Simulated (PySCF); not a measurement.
**C₇H₁₀S₂: NMR shifts in solvents**

Aim: compute the NMR shifts of C₇H₁₀S₂ (`C#C[C@H](SSC)C1CC1`), and see what a dielectric continuum does where one was used.

Programs: PySCF 2.14.0, with density-fitted response routines of our own. Each step states its level of theory. These are calculated values for one molecule, in the gas phase or a continuum, unless marked as measured. Atoms count from 0, in the outputs and in this text.

### Step 1. The starting structure

19 atoms, charge 0, multiplicity 1; geometry from: GFN2-xTB. The atoms were then displaced at random by about 0.01 Å, so the start is not that level's minimum.

Bonds of the start (Å): C0–C1 1.22, C1–C2 1.45, C2–S3 1.92, S3–S4 1.99, S4–C5 1.83, C2–C6 1.48, C6–C7 1.50, C7–C8 1.51, C8–C6 1.49, C0–H9 1.04, C2–H10 1.08, C5–H11 1.09, C5–H12 1.08, C5–H13 1.10, C6–H14 1.08, C7–H15 1.10, C7–H16 1.07, C8–H17 1.08, C8–H18 1.10.

### Step 2. Relaxing the molecule at PBE0-D3(BJ)/def2-SVP

Job settings and geometry (Å):

```
{"job": {"xc": "PBE0", "basis": "def2-SVP", "d3": "d3bj", "grid": 1, "shake": 0.01, "kind": "geom"}, "charge": 0, "multiplicity": 1}
C      0.167180    -1.666620     1.884470
C     -0.019300    -0.948270     0.917260
C     -0.194840    -0.065050    -0.216870
S      0.947060     1.454450     0.017720
S      2.749820     0.735590    -0.430830
C      3.373090     0.216110     1.207570
C     -1.587820     0.401260    -0.364130
C     -2.038370     0.936950    -1.695490
C     -2.539550    -0.396830    -1.193350
H      0.269470    -2.274090     2.719370
H      0.179800    -0.541310    -1.114310
H      4.382720    -0.172870     1.049670
H      3.377610     1.076970     1.867300
H      2.711250    -0.562530     1.608320
H     -2.000530     0.858380     0.528730
H     -2.746110     1.773280    -1.691850
H     -1.335110     0.968770    -2.499380
H     -3.571520    -0.490000    -0.882090
H     -2.155580    -1.297130    -1.691340
```

On the command line:

```sh
$ OMP_NUM_THREADS=1 python probes_run.py task.json out
```

One launch serves the whole session: the jobs run in the order shown.

Log:

```text
step   0  E = -1068.00453432  max force = 0.037495
step   1  E = -1068.00930532  max force = 0.014387
step   2  E = -1068.00995265  max force = 0.005937
step   3  E = -1068.01034802  max force = 0.010057
step   4  E = -1068.01060507  max force = 0.002970
step   5  E = -1068.01065715  max force = 0.001234
step   6  E = -1068.01067645  max force = 0.001606
step   7  E = -1068.01068731  max force = 0.000801
step   8  E = -1068.01069320  max force = 0.000336
optimisation converged
```

It took 4.3 min on 1 thread of Arm Neoverse N1, shared host; peak memory 0.82 GiB.

Step by step:

| step | energy from step 0 (eV) | largest force component (eV/Å) |
| --- | --- | --- |
| 0 | 0.0000 | 1.9281 |
| 1 | -0.1298 | 0.7398 |
| 2 | -0.1474 | 0.3053 |
| 3 | -0.1582 | 0.5172 |
| 4 | -0.1652 | 0.1527 |
| 5 | -0.1666 | 0.0635 |
| 6 | -0.1671 | 0.0826 |
| 7 | -0.1674 | 0.0412 |
| 8 | -0.1676 | 0.0173 |

Close pairs (by a distance rule), those that changed most:

| bond | before (Å) | after (Å) | change (Å) |
| --- | --- | --- | --- |
| S3–S4 | 1.992 | 2.054 | +0.062 |
| C2–S3 | 1.915 | 1.854 | -0.062 |
| C0–H9 | 1.038 | 1.074 | +0.037 |
| C2–C6 | 1.476 | 1.512 | +0.035 |
| C7–H16 | 1.069 | 1.094 | +0.025 |
| C2–H10 | 1.083 | 1.103 | +0.020 |
| S4–C5 | 1.828 | 1.813 | -0.015 |
| C5–H12 | 1.085 | 1.098 | +0.014 |

The next job starts from the end point, and lists it.

| at the end point | value |
| --- | --- |
| point group (found at 0.08 Å tolerance) | C1 |
| rotational constants (GHz, main isotopes) | 2.026, 0.739, 0.585 |
| dipole moment (D) | 1.62 |

### Step 3. Nuclear shieldings: PBE0/pcSseg-1 in acetonitrile

Job settings and geometry (Å):

```
{"job": {"kind": "nmr", "xc": "PBE0", "basis": "pcSseg-1", "solvent": "acetonitrile", "pop": true}, "charge": 0, "multiplicity": 1}
C      0.196251    -1.784271     1.738993
C      0.054766    -1.030522     0.801134
C     -0.141621    -0.134775    -0.326901
S      0.994265     1.329243    -0.281619
S      2.862405     0.481741    -0.381733
C      3.331041     0.316525     1.362000
C     -1.547588     0.416996    -0.390584
C     -2.064069     0.960711    -1.688561
C     -2.599241    -0.332820    -1.153702
H      0.312345    -2.451864     2.572504
H      0.090194    -0.671021    -1.262153
H      4.348593    -0.103471     1.359746
H      3.345710     1.298636     1.853376
H      2.651879    -0.367421     1.885785
H     -1.864602     0.919322     0.528841
H     -2.700903     1.847785    -1.654487
H     -1.392119     0.925483    -2.550725
H     -3.611198    -0.353692    -0.741976
H     -2.299136    -1.259479    -1.650821
```

With the program's defaults for keys left out, this is: GIAO PBE0/pcSseg-1 NMR shielding, non-relativistic, IEF-PCM acetonitrile.

Log:

```text
coarse grid: 17056 points
cycle   1  E = -1068.2748047707  dE =  1.137e+00  |g| = 3.988e-01  |ddm| = 4.236e+00
cycle   2  E = -1068.2761755896  dE = -1.371e-03  |g| = 4.014e-01  |ddm| = 8.003e-01
cycle   3  E = -1068.3146156283  dE = -3.844e-02  |g| = 9.185e-02  |ddm| = 3.962e-01
cycle   4  E = -1068.3161289563  dE = -1.513e-03  |g| = 5.149e-02  |ddm| = 1.136e-01
cycle   5  E = -1068.3167663797  dE = -6.374e-04  |g| = 1.082e-02  |ddm| = 4.345e-02
cycle   6  E = -1068.3167939993  dE = -2.762e-05  |g| = 2.328e-03  |ddm| = 1.275e-02
cycle   7  E = -1068.3167953883  dE = -1.389e-06  |g| = 5.774e-04  |ddm| = 3.370e-03
final grid: 155672 points
cycle   8  E = -1068.3763811793  dE = -4.009e-05  |g| = 9.721e-03  |ddm| = 5.286e-02
cycle   9  E = -1068.3763671589  dE =  1.402e-05  |g| = 1.224e-02  |ddm| = 2.242e-02
cycle  10  E = -1068.3764053499  dE = -3.819e-05  |g| = 1.349e-03  |ddm| = 1.268e-02
cycle  11  E = -1068.3764057541  dE = -4.042e-07  |g| = 4.564e-04  |ddm| = 1.404e-03
cycle  12  E = -1068.3764058024  dE = -4.837e-08  |g| = 1.281e-04  |ddm| = 4.448e-04
cycle  13  E = -1068.3764058064  dE = -3.953e-09  |g| = 2.821e-05  |ddm| = 1.306e-04
cycle  14  E = -1068.3764058066  dE = -1.814e-10  |g| = 7.606e-06  |ddm| = 3.247e-05
converged SCF energy = -1068.3764058066

GIAO shielding tensors (ppm)
atom      isotropic    diamagn.    paramagn.     s11        s22        s33       span
  0 C      104.458     258.184    -153.726     32.745     39.325    241.304    208.559
  1 C       94.427     262.879    -168.452    -11.434     -0.219    294.934    306.367
  2 C      130.979     245.082    -114.104     97.976    132.573    162.386     64.409
  3 S      385.622    1056.416    -670.794    261.068    323.517    572.282    311.215
  4 S      464.125    1057.023    -592.898    306.586    356.209    729.579    422.993
  5 C      158.169     250.627     -92.458    130.177    158.620    185.711     55.534
  6 C      168.073     245.423     -77.349    136.231    152.892    215.097     78.866
  7 C      176.979     253.385     -76.405    145.655    175.819    209.464     63.809
  8 C      176.369     253.093     -76.723    145.333    174.137    209.637     64.304
  9 H       28.553      33.139      -4.585     23.131     23.849     38.681     15.550
 10 H       28.430      30.206      -1.776     25.977     28.711     30.602      4.626
 11 H       29.277      27.131       2.146     24.223     25.373     38.235     14.012
 12 H       28.751      28.590       0.162     24.362     26.500     35.392     11.030
 13 H       27.782      30.387      -2.605     20.369     29.669     33.309     12.940
 14 H       30.373      30.341       0.031     23.684     29.177     38.257     14.573
 15 H       30.522      28.896       1.627     25.154     25.542     40.872     15.718
 16 H       30.838      30.182       0.656     25.342     28.805     38.367     13.025
 17 H       30.469      28.704       1.765     24.771     25.605     41.031     16.260
 18 H       30.685      29.857       0.828     25.124     28.297     38.634     13.510
```

Wall time 68 s (1 thread of Arm Neoverse N1, shared host); peak memory 1.2 GiB.

Shifts follow as δ = σ(reference) − σ, with reference shieldings (ppm) from runs at the same level and on the same kind of geometry: ¹H TMS 31.24, ¹³C TMS 185.5, ³³S CS2 495. The references are single molecules in the same continuum. Atoms listed in one row are averaged.

| atoms | environment | σ (ppm) | δ (ppm) |
| --- | --- | --- | --- |
| C1 | alkyne carbon | 94.4 | 91.0 |
| C0 | terminal alkyne carbon | 104.5 | 81.0 |
| C2 | propargylic sp3 CH bonded to S | 131.0 | 54.5 |
| C5 | methyl carbon bonded to S | 158.2 | 27.3 |
| C6 | three-membered-ring carbon | 168.1 | 17.4 |
| C8 | three-membered-ring carbon | 176.4 | 9.1 |
| C7 | three-membered-ring carbon | 177.0 | 8.5 |
| H10 | hydrogen on a propargylic sp3 CH bonded to S | 28.43 | 2.81 |
| H9 | hydrogen on a terminal alkyne carbon | 28.55 | 2.69 |
| H11, H12, H13 | hydrogen on a methyl carbon bonded to S | 28.60 | 2.64 |
| H14 | hydrogen on a three-membered-ring carbon | 30.37 | 0.87 |
| H17 | hydrogen on a three-membered-ring carbon | 30.47 | 0.77 |
| H15 | hydrogen on a three-membered-ring carbon | 30.52 | 0.72 |
| H18 | hydrogen on a three-membered-ring carbon | 30.69 | 0.55 |
| H16 | hydrogen on a three-membered-ring carbon | 30.84 | 0.40 |
| S3 | disulfide sulfur | 386 | 110 |
| S4 | disulfide sulfur | 464 | 31 |

The run also stored atomic charges by several schemes (e):

| atoms | Mulliken | IAO | Hirshfeld | ESP fit |
| --- | --- | --- | --- | --- |
| C0 | -0.41 | -0.25 | -0.11 | -0.40 |
| C1 | 0.36 | -0.04 | -0.06 | -0.02 |
| C2 | -0.36 | -0.19 | -0.02 | -0.18 |
| S3 | -0.01 | 0.00 | -0.02 | -0.13 |
| S4 | -0.10 | 0.01 | -0.03 | -0.15 |
| C5 | -0.39 | -0.50 | -0.13 | -0.24 |
| C6 | -0.26 | -0.14 | -0.05 | -0.07 |
| C7 | -0.19 | -0.29 | -0.09 | -0.31 |
| C8 | -0.19 | -0.29 | -0.08 | -0.33 |

Mayer bond orders: C0–C1 2.48, C1–C2 0.92, C2–S3 0.97, S3–S4 1.05, S4–C5 0.95, C2–C6 0.98, C6–C7 0.95, C7–C8 0.99, C8–C6 0.94.

Ring of atoms C6, C7, C8: NICS(0) -43.5, NICS(1) -8.7, NICS(1)zz -22.1 ppm (means of both faces).

In rings of three or four atoms NICS is ruled by the nearby σ bonds, so it says little on aromaticity.

### Step 4. Nuclear shieldings: PBE0/pcSseg-1 in chloroform

Same as in step 3 but for these lines:

```diff
@@ -1,2 +1,2 @@
-{"job": {"kind": "nmr", "xc": "PBE0", "basis": "pcSseg-1", "solvent": "acetonitrile", "pop": true}, "charge": 0, "multiplicity": 1}
+{"job": {"kind": "nmr", "xc": "PBE0", "basis": "pcSseg-1", "solvent": "chloroform", "pop": false}, "charge": 0, "multiplicity": 1}
 C      0.196251    -1.784271     1.738993
```

Level: GIAO PBE0/pcSseg-1 NMR shielding, non-relativistic, IEF-PCM chloroform.

Log:

```text
coarse grid: 17056 points
cycle   1  E = -1068.2716340322  dE =  1.140e+00  |g| = 4.003e-01  |ddm| = 4.237e+00
cycle   2  E = -1068.2733926352  dE = -1.759e-03  |g| = 4.015e-01  |ddm| = 8.138e-01
cycle   3  E = -1068.3117753986  dE = -3.838e-02  |g| = 9.288e-02  |ddm| = 4.006e-01
cycle   4  E = -1068.3132909471  dE = -1.516e-03  |g| = 5.377e-02  |ddm| = 1.198e-01
cycle   5  E = -1068.3139868601  dE = -6.959e-04  |g| = 1.132e-02  |ddm| = 4.619e-02
cycle   6  E = -1068.3140171501  dE = -3.029e-05  |g| = 2.497e-03  |ddm| = 1.366e-02
cycle   7  E = -1068.3140187225  dE = -1.572e-06  |g| = 6.613e-04  |ddm| = 3.647e-03
final grid: 155672 points
cycle   8  E = -1068.3736253312  dE = -3.992e-05  |g| = 9.752e-03  |ddm| = 5.261e-02
cycle   9  E = -1068.3736100689  dE =  1.526e-05  |g| = 1.243e-02  |ddm| = 2.286e-02
cycle  10  E = -1068.3736495346  dE = -3.947e-05  |g| = 1.470e-03  |ddm| = 1.328e-02
cycle  11  E = -1068.3736500182  dE = -4.836e-07  |g| = 4.845e-04  |ddm| = 1.537e-03
cycle  12  E = -1068.3736500732  dE = -5.503e-08  |g| = 1.287e-04  |ddm| = 4.745e-04
cycle  13  E = -1068.3736500772  dE = -3.964e-09  |g| = 3.060e-05  |ddm| = 1.349e-04
cycle  14  E = -1068.3736500774  dE = -2.149e-10  |g| = 7.942e-06  |ddm| = 3.556e-05
converged SCF energy = -1068.3736500774

GIAO shielding tensors (ppm)
atom      isotropic    diamagn.    paramagn.     s11        s22        s33       span
  0 C      105.110     258.645    -153.535     33.944     40.255    241.130    207.186
  1 C       94.384     262.584    -168.199    -11.788     -0.068    295.008    306.796
  2 C      130.872     244.919    -114.048     98.428    132.124    162.063     63.635
  3 S      382.076    1056.292    -674.216    257.705    320.426    568.097    310.392
  4 S      461.723    1056.921    -595.197    305.777    354.489    724.903    419.126
  5 C      158.252     250.516     -92.264    130.691    158.680    185.385     54.694
  6 C      168.051     245.238     -77.187    136.340    152.903    214.909     78.569
  7 C      176.773     253.363     -76.589    145.477    175.589    209.255     63.778
  8 C      176.167     253.098     -76.931    145.100    173.847    209.554     64.455
  9 H       28.717      33.272      -4.555     23.336     24.060     38.755     15.419
 10 H       28.530      30.308      -1.778     26.121     28.801     30.667      4.546
 11 H       29.390      27.256       2.134     24.365     25.531     38.274     13.908
 12 H       28.801      28.651       0.150     24.422     26.570     35.412     10.989
 13 H       27.790      30.449      -2.659     20.356     29.695     33.319     12.963
 14 H       30.401      30.361       0.040     23.731     29.215     38.258     14.526
 15 H       30.553      28.963       1.590     25.195     25.610     40.853     15.658
 16 H       30.864      30.209       0.655     25.384     28.845     38.363     12.979
 17 H       30.505      28.786       1.720     24.816     25.682     41.018     16.203
 18 H       30.746      29.925       0.821     25.198     28.387     38.652     13.454
```

It took 65 s on 1 thread of Arm Neoverse N1, shared host; peak memory 1.2 GiB.

In short: δ C1 90.8, C0 80.1, C2 54.3, C5 26.9, H10 2.72, H11 2.59 ppm (means over like atoms).

### Step 5. Run by run: NMR shifts

Shifts (ppm) of some atoms, chosen among heavy atoms and hydrogens apart, with basis size and wall time:

| run | C0 | C5 | C6 | H10 | H9 | S3 | S4 | functions | time |
| --- | --- | --- | --- | --- | --- | --- | --- | --- | --- |
| PBE0/pcSseg-1 in acetonitrile | 81.0 | 27.3 | 17.4 | 2.81 | 2.69 | 110 | 31 | 217 | 68 s |
| PBE0/pcSseg-1 in chloroform | 80.1 | 26.9 | 17.1 | 2.72 | 2.53 | 113 | 34 | 217 | 65 s |

The continuum's effect on the ground state:

| solvent | ε | polarisation energy (Eh) | μ (D) |
| --- | --- | --- | --- |
| chloroform | 4.71 | -0.0074 | 2.11 |
| acetonitrile | 35.69 | -0.0108 | 2.25 |

### Step 6. Summary of results

```
                                                                            quantity                                               value
                                                                         point group                                                  C1
                                                rotational constants (main isotopes)                                2.03, 0.74, 0.59 GHz
                                ¹³C shifts against TMS (PBE0/pcSseg-1, acetonitrile)          91.0, 81.0, 54.5, 27.3, 17.4, 9.1, 8.5 ppm
¹H shifts against TMS (PBE0/pcSseg-1, acetonitrile, means over atoms taken as alike)  2.81, 2.69, 2.64, 0.87, 0.77, 0.72, 0.55, 0.40 ppm
                                ³³S shifts against CS2 (PBE0/pcSseg-1, acetonitrile)                                         110, 31 ppm
                                                            range of the shift of S3                                      110 to 113 ppm
```

The optimisation took 8 steps and gained 0.168 eV; among the close pairs (by a distance rule), S3–S4 changed most, from 1.992 to 2.054 Å. At PBE0/pcSseg-1: The largest span, 423 ppm, is at S4, where the paramagnetic term is -593 ppm. In ppm, S3 moves most: its shift spreads over 4 ppm, from 110 (PBE0/pcSseg-1 in acetonitrile) to 113 (PBE0/pcSseg-1 in chloroform). The continuum holds electrostatics alone: no hydrogen bonds to the solvent, and the gas-phase geometry is kept.
